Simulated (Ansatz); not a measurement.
# ClGaHO radical: how energies converge with the basis set

Aim: see how fast density functionals converge with the basis set for ClGaHO radical.

Method: one geometry, several basis sets; program: Ansatz 0.2.0, Gaussian basis.

The runs, in order: PBE0-D4/def2-SVP; ωB97M-V/def2-SVP; PBE0-D4/def2-QZVPP; ωB97M-V/def2-QZVPP; the functionals' def2-TZVPP values are taken from earlier runs.

## (1) The geometry

All runs share one geometry, relaxed beforehand with PBE0-D4 in a triple-zeta def2 set.

4 atoms, charge 0, spin multiplicity 2.

Atoms are counted from 1 here; the program's logs count them from 0.

Bond lengths: O1–Ga2 1.796 Å, Ga2–Cl3 2.128 Å, Ga2–H4 1.543 Å. Angles: O1–Ga2–Cl3 112.7°, O1–Ga2–H4 122.7°, Cl3–Ga2–H4 124.6°.

## (2) PBE0-D4 in def2-SVP

in.yaml

```yaml
crystal:
  periodic: [false, false, false]
  atoms:
    - {symbol: O, position_ang: [-1.739834, -0.117749, -0.212241]}
    - {symbol: Ga, position_ang: [0.030907, 0.144264, -0.061166]}
    - {symbol: Cl, position_ang: [1.050733, -1.557300, 0.708767]}
    - {symbol: H, position_ang: [0.713694, 1.470485, -0.455661]}
basis:
  gaussian: {orbitals: def2-SVP}
magnetization: {spin_polarized: true, initial_magnetization: 1}
hamiltonian: {xc: pbe0, dispersion: d4}
output: {orbitals: {seedname: orbitals}}
```

After this run come: ωB97M-V in def2-SVP; PBE0-D4 in def2-QZVPP; ωB97M-V in def2-QZVPP.

Before running them: what should the planned runs give, taken together? Wanted: PBE0-D4: double and triple zeta above quadruple; ωB97M-V: double and triple zeta above quadruple.

As calculated:

```
                                       quantity           value
PBE0-D4: double and triple zeta above quadruple  15.30, 1.68 eV
ωB97M-V: double and triple zeta above quadruple  15.22, 1.61 eV
```

In words: For PBE0-D4 the step from double to triple zeta gains 13.63 eV and the next only 1.68 eV. Total energies overstate the basis error of differences, where much of it tends to cancel.
